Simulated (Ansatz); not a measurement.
**Ga3Se in Ansatz: the effect of functional**

Ga3Se:

```
Se Ga
1.0
     4.46182    0.00000    0.00000
     0.00000    4.46182    0.00000
     0.00000    0.00000    4.46182
Se Ga
1 3
Direct
  0.00000 0.00000 0.00000
  0.50000 0.50000 0.00000
  0.50000 0.00000 0.50000
  0.00000 0.50000 0.50000
```

The cell comes from a database or a generator and needn't be the stable form of this composition.

The cell isn't the ideal one: volume scaled by 1.02.

Alike in all runs:

```yaml
Program: Ansatz 0.2.0
Task: single point
Potentials_or_basis: Ansatz PAW
k_mesh: 6 × 6 × 6
Occupations: fermi-dirac, width 0.05 eV
Spin: no spin polarisation
```

Problem. One run gave: pressure -1.3 GPa. Which functional did it use?
A. PBE
B. LDA
C. r2SCAN

Solution. A.

```csv
functional,cutoff,pressure (GPa)
LDA,420 eV (not typed: the program's choice for these potentials),-5.5
r2SCAN,500 eV (not typed: the program's choice for these potentials),-2.3
PBE,420 eV (not typed: the program's choice for these potentials),-1.3
```

Caveats: the PAW data sets come from PBE, with cores solved anew for the run's functional, which leaves a small shift of forces and pressure (some runs).
